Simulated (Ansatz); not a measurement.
The system is NaSb2Au.

```xyz
4
Lattice="4.3573 0.0000 0.0000 -2.1787 3.7735 0.0000 0.0000 0.0000 6.8185" Properties=species:S:1:pos:R:3 pbc="T T T"
Na    0.0000    0.0000    3.4092
Sb    2.1787    1.2578    5.5661
Sb    0.0000    2.5157    1.2524
Au    0.0000    0.0000    0.0000
```

The cell was built by a generator and needn't be a form met in nature.

Base run:

| Property | Result |
| --- | --- |
| Program | Ansatz 0.2.0 |
| Functional | BLYP |
| Potentials or basis | Ansatz PAW |
| Cutoff | 420 eV |
| Density cutoff | 1680 eV |
| k mesh | 5 × 5 × 3 |
| Occupations | fermi-dirac, width 0.05 eV |
| Spin | no spin polarisation |

Its results: band gap on the k mesh none (metal or under the smearing width); pressure 3.4 GPa; largest force 0.446 eV/Å.

Question: The run is repeated on the same cell with these changes: functional from BLYP to PBEsol. What comes out?

Answer: Band gap on the k mesh none (metal or under the smearing width); pressure -2.4 GPa; largest force 0.300 eV/Å.

PBEsol binds more tightly than BLYP, so the same cell stands under less pressure.

Caveats: the PAW data sets come from PBE, with cores solved anew for the run's functional, which leaves a small shift of forces and pressure; the potentials were made for another functional, which shifts forces and pressure (some runs).

Not every run made on this cell is shown here.
